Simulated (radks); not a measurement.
**Ba²⁺ in [Kr] 4d9.75 5s2 5p6 5d0.25: an all-electron calculation**

Wanted: eigenvalues, radial structure and energy terms of the barium ion Ba2+.

The numbers are computed with radks (a radial shooting solver on a logarithmic mesh, Libxc functionals) version 1 (scalar-relativistic Kohn-Sham, OLYP, spin-polarised, spherical densities, point nucleus; open shells are filled with parallel spins first), except any that are marked as measured or tabulated.

### Step 1. The atom as given

```
element       : barium (Z = 56)
charge        : +2
electrons     : 54
configuration : [Kr] 4d9.75 5s2 5p6 5d0.25
```

### Step 2. Self-consistent calculation

The run's settings:

```text
Z 56
configuration [Kr] 4d9.75 5s2 5p6 5d0.25
relativity scalar-relativistic
functional optx,lyp
spin polarised
nucleus point
c 137.035999084
```

Command:

```bash
$ python run_ks.py task.json out
```

The same process makes all the runs of this session.

**Question.** What will this run give?

**Answer**, as computed:

```
                        quantity                   value
                    total energy      -8137.2295 hartree
exchange-correlation share of it                  2.46 %
                            −T/E                  1.0557
          highest occupied level       5d up, -13.435 eV
    most extended occupied level  5d up, <r> = 2.79 bohr
 radius at density 0.001 e/bohr³               3.80 bohr
    maxima of the radial density                       4
```

**Reading.** 5 principal shells are occupied and 4 maxima appear in the radial density; where shells overlap, one shows as a shoulder or not at all. −T/E is 1.056: with relativity the kinetic term as defined here no longer equals −E. This is not the tabulated ground configuration, so its levels and sizes aren't those of the ground state, and no measured value stands beside it.
